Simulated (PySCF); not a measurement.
# KLi: from the state search to spectroscopic constants

An exercise on one series of results from a longer session: the logs are not shown, and one member is left open.

The runs use PySCF 2.14.0; K 3-21G, Li 3-21G, no relativity.

The first run:

The job is set up so:

```
atoms                         : K, Li
charge                        : 0
basis                         : K 3-21G, Li 3-21G
Hamiltonian                   : no relativity
basis functions               : 26
electrons treated             : 22
masses in u                   : 38.9637, 7.0160
levels                        : PBE0, PBE, r²SCAN, B97-3, M06-L, BLYP, CAM-B3LYP, HF, MP2, SCS-MP2, CCSD, CCSD(T)
grid                          : 80 radial by 434 angular points
occupations                   : held fixed by the projection of orbital angular momentum
dissociation limit            : K + Li, each in its ground configuration
starting distance in angstrom : 3.230
values of 2S to try           : 0, 2
```

Launch:

```console
$ OMP_NUM_THREADS=1 python dia.py task.json out
```

Among the steps run: Set-up; The PBE0 curve of the state that the search chose; Other states along the same grid; PBE (GGA); r²SCAN; B97-3; M06-L; BLYP (GGA); CAM-B3LYP (range-separated hybrid); RHF (mean field); Correlated methods on the Hartree–Fock reference.

One of the session's tables, all rows but one given; the rest of the session is left out.

Energy (eV) from each level's lowest point:

| R (Å) | RHF | RHF-MP2 | RHF-SCS-MP2 | RHF-CCSD | RHF-CCSD(T) |
| --- | --- | --- | --- | --- | --- |
| 2.935 | 0.191 | 0.172 | 0.169 | n/a | n/a |
| 3.072 | 0.107 | 0.094 | 0.092 | 0.077 | 0.076 |
| 3.208 | 0.050 | 0.042 | 0.041 | 0.032 | 0.031 |
| 3.311 | ? | ? | ? | ? | ? |
| 3.413 | 0.006 | 0.004 | 0.004 | 0.001 | 0.001 |
| 3.515 | 0.000 | 0.000 | 0.000 | 0.000 | 0.000 |
| 3.652 | 0.005 | 0.007 | 0.007 | 0.009 | 0.009 |
| 3.823 | 0.028 | 0.031 | 0.032 | 0.035 | 0.035 |
| 4.027 | 0.076 | 0.078 | 0.078 | 0.080 | 0.080 |
| 4.300 | 0.162 | 0.160 | 0.159 | n/a | n/a |

Estimate the missing values for R (Å) = 3.311.

Worked estimate for «RHF». A straight line through the neighbours (3.208, 0.050) and (3.413, 0.006) gives 0.050 + (0.006 − 0.050) × (3.311 − 3.208) / (3.413 − 3.208) = 0.028; a parabola fitted to 4 rows on both sides gives 0.022.

**Answer.** RHF: 0.022; RHF-MP2: 0.018; RHF-SCS-MP2: 0.017; RHF-CCSD: 0.011; RHF-CCSD(T): 0.011. In «RHF» the line misses by +0.006 and the parabola by 0.000.
